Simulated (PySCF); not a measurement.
# IrOF: relaxation and vibrations of the quintet

The task is one start of a wider search on IrOF: the quintet, built as bent. It is relaxed, tested by its Hessian and followed downhill if it is a saddle.

Method: PBE0, basis Ir def2-TZVP with ECP60, O def2-TZVP, F def2-TZVP, scalar-relativistic core potentials, no spin–orbit coupling, density fitting; program: PySCF 2.14.0.

### Step 1. The starting structure

3 atoms, charge 0, spin multiplicity 5.

Bond lengths: Ir1–O2 1.720 Å, Ir1–F3 1.860 Å. Angles: O2–Ir1–F3 110.0°.

Z-matrix (Å, degrees; charge 0 multiplicity 5):
```
Ir
O  1 1.7200
F  1 1.8600 2 110.00
```

### Step 2. Bent start, quintet: relaxation

The steps below are one call of a driver around PySCF. For each, scf.py gives the equivalent set-up of the SCF; relaxations use the driver's own optimiser. Before each start the driver seeks the lowest SCF state from one or more starting densities and follows internal instabilities, so scf.py alone need not reach the same state.

The program finds Cs symmetry in the start, which this walk keeps.

Input file scf.py:

```python
from pyscf import gto, scf, dft
mol = gto.M(atom='''
Ir    -0.028123     0.000000    -0.158144
O     -1.437023     0.000000     0.828456
F      1.495477     0.000000     0.908756''',
    basis={'Ir': 'def2-TZVP', 'O': 'def2-TZVP', 'F': 'def2-TZVP'},
    ecp={'Ir': 'def2-TZVP'},
    charge=0, spin=4)
mf = dft.UKS(mol, xc='PBE0')
mf.grids.atom_grid = (50, 194)
aux = {'Ir': 'def2-universal-JKFIT', 'O': 'def2-universal-JKFIT', 'F': 'def2-universal-JKFIT'}
mf = mf.density_fit(auxbasis=aux)
mf.kernel()
```

Further steps of the session: Is it a minimum? Harmonic modes.

What does the calculation give? Wanted: minimum; geometry; wavenumbers; dipole moment; highest occupied, lowest empty level; polar-tensor charge of Ir1; zero-point energy; atomisation energy; ⟨S²⟩.

**Answer**, as computed:

| quantity | value |
| --- | --- |
| minimum | quintet, C∞v |
| geometry | Ir–F 1.923 Å, Ir–O 1.754 Å; F–Ir–O 180.0° |
| wavenumbers (cm⁻¹) | 108 (π), 624 (σ+), 894 (σ+) |
| dipole moment | 0.42 D |
| highest occupied, lowest empty level (either spin) | -8.03, -5.21 eV |
| polar-tensor charge of Ir1 | +1.23 e |
| zero-point energy | 10.4 kJ/mol |
| entropy at 298.15 K | 288.9 J/(mol K) |
| atomisation energy (no zero-point energy) | 843 kJ/mol |
| ⟨S²⟩ | 6.013 |

**Reading.** From Cs at the start the molecule goes to a C∞v minimum. In the infrared the band at 624 cm⁻¹ (σ+, stretch) leads. Most of the spin sits on Ir1 (Mulliken spin 2.93, against 4 for the whole molecule). Other starts or spin states, not run here, may lie lower. Open d and f shells are described by one determinant, and the ground state may have another occupation or spin. With an element this heavy the missing spin–orbit coupling can shift these numbers.
